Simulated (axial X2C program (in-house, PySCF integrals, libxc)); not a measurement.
# A two-component session on InZn: properties at the nuclei

Wanted for InZn: properties at the nuclei, at the two-component level.

Program: an in-house X2C program for linear molecules on PySCF integrals. Level of theory: two-component X2C with atomic mean-field terms, In dyall-cv3z, Zn dyall-cv3z. These are calculated values, not measurements.

### 1 The job

File task.json:

```json
{
 "zs": [
  49,
  30
 ],
 "q": 0,
 "bas": [
  "dyall-cv3z",
  "dyall-cv3z"
 ],
 "r0": 2.6,
 "levels": [
  "PBE0",
  "HF",
  "TPSSh",
  "LDA",
  "BP86"
 ],
 "nst": 3
}
```

Keys: zs atomic numbers; q charge; bas basis sets; r0 starting distance in Å; levels methods (HF also brings MP2); nst determinants followed.

On the command line:

```
> python soeom.py task.json out
```

Further steps of the session: Expectation values, lowest determinant; Expectation values, a higher determinant.

**Question.** What will these runs give? Wanted: lowest determinant; Eeff magnitude; Ws magnitude In; A∥/gI In; qzz In; higher determinant (for each run or level that gives them).

**Answer**, as computed:

```
                                        quantity                                    value
                              lowest determinant  Ω = 1/2 (excess of +ω over −ω: ω = 1/2)
                    Eeff magnitude (GV/cm), PBE0                                   0.0294
                     Ws magnitude In (kHz), PBE0                                   0.0775
                            A∥/gI In (MHz), PBE0                                     1770
                             qzz In (a.u.), PBE0                                     0.86
                              higher determinant  Ω = 3/2 (excess of +ω over −ω: ω = 3/2)
Eeff magnitude (GV/cm), PBE0, higher determinant                                   0.0182
 Ws magnitude In (kHz), PBE0, higher determinant                                   0.0317
        A∥/gI In (MHz), PBE0, higher determinant                                      112
         qzz In (a.u.), PBE0, higher determinant                                     0.74
```

In the first state, the effective field runs from 0.0294 to 1.54 GV/cm over the mean-field levels, so the levels don't agree on it. The expectation values come from single determinants, which for open shells can mix terms of unlike spin or miss the lowest Ω, so a determinant need not be a state. Eeff is the effective electric field on the electron dipole moment in this Ω state and Ws the scalar–pseudoscalar constant (defined with the proton number Z and per Ω); A∥ is the parallel hyperfine constant, which follows by multiplying with the nuclear g factor gI = μI/(I μN); qzz is the electric field gradient, eQq0 = 234.96 MHz × Q/barn × qzz; μ is positive if Zn is the positive end. The operators were transformed with the bare-nucleus X2C matrices.
